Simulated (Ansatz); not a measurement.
# C₂H₄ClOSi radical: how energies converge with the basis set

The task here is to estimate one member of a computed series from the others.

Program: Ansatz 0.2.0, Gaussian basis. Level of theory: one geometry, several basis sets. These are calculated values, not measurements.

The runs, in order: PBE0-D4/def2-SVP; ωB97M-V/def2-SVP; PBE0-D4/def2-QZVPP; ωB97M-V/def2-QZVPP; the functionals' def2-TZVPP values are taken from earlier runs.

## Structure used throughout

An earlier PBE0-D4 in a triple-zeta def2 set relaxation fixed the geometry.

9 atoms, charge 0, spin multiplicity 2.

Atoms are counted from 1 here; the program's logs count them from 0.

Bond lengths: C1–C2 1.332 Å, C1–H6 1.085 Å, C1–H7 1.086 Å, C2–Si3 1.844 Å, C2–H8 1.087 Å, Si3–O4 1.643 Å, Si3–Cl5 2.071 Å, O4–H9 0.959 Å. Angles: C2–C1–H6 121.6°, C2–C1–H7 121.8°, H6–C1–H7 116.6°, C1–C2–Si3 122.4°, C1–C2–H8 119.7°, Si3–C2–H8 117.8°, C2–Si3–O4 106.9°, C2–Si3–Cl5 110.0°, O4–Si3–Cl5 111.1°, Si3–O4–H9 117.7°.

The first run:

Input file in.yaml:

```yaml
crystal:
  periodic: [false, false, false]
  atoms:
    - {symbol: C, position_ang: [-0.625414, -1.352902, -0.528805]}
    - {symbol: C, position_ang: [-0.206910, -0.751831, 0.583996]}
    - {symbol: Si, position_ang: [0.841748, 0.764136, 0.553203]}
    - {symbol: O, position_ang: [0.752327, 1.377410, -0.968398]}
    - {symbol: Cl, position_ang: [0.154778, 2.130670, 1.950154]}
    - {symbol: H, position_ang: [-0.407323, -0.946495, -1.511221]}
    - {symbol: H, position_ang: [-1.210267, -2.267875, -0.499439]}
    - {symbol: H, position_ang: [-0.436263, -1.190937, 1.552101]}
    - {symbol: H, position_ang: [1.225923, 2.191323, -1.148689]}
basis:
  gaussian: {orbitals: def2-SVP}
magnetization: {spin_polarized: true, initial_magnetization: 1}
hamiltonian: {xc: pbe0, dispersion: d4}
output: {orbitals: {seedname: orbitals}}
```

The run is started by

```
ansatz run in.yaml --threads 4 --pin off --events-out ev --progress --plain --max-ram 10444MiB
```

Among the steps run: PBE0-D4 in def2-SVP; ωB97M-V in def2-SVP; PBE0-D4 in def2-QZVPP; ωB97M-V in def2-QZVPP.

One of the session's tables, all rows but one given; the rest of the session is left out.

It belongs to the step «Density functionals: the series». 

```
functional       basis  HOMO (eV)  LUMO (eV)
   PBE0-D4    def2-SVP      -5.76      -2.23
   PBE0-D4  def2-TZVPP          ?          ?
   PBE0-D4  def2-QZVPP      -5.94      -2.38
   ωB97M-V    def2-SVP      -7.47      -0.54
   ωB97M-V  def2-TZVPP      -7.63      -0.68
   ωB97M-V  def2-QZVPP      -7.68      -0.80
```

Estimate the missing values for PBE0-D4, def2-TZVPP.

The run gave: HOMO (eV): -5.89; LUMO (eV): -2.31. In the column «HOMO (eV)» it lies between PBE0-D4, def2-QZVPP (-5.94) and PBE0-D4, def2-SVP (-5.76).
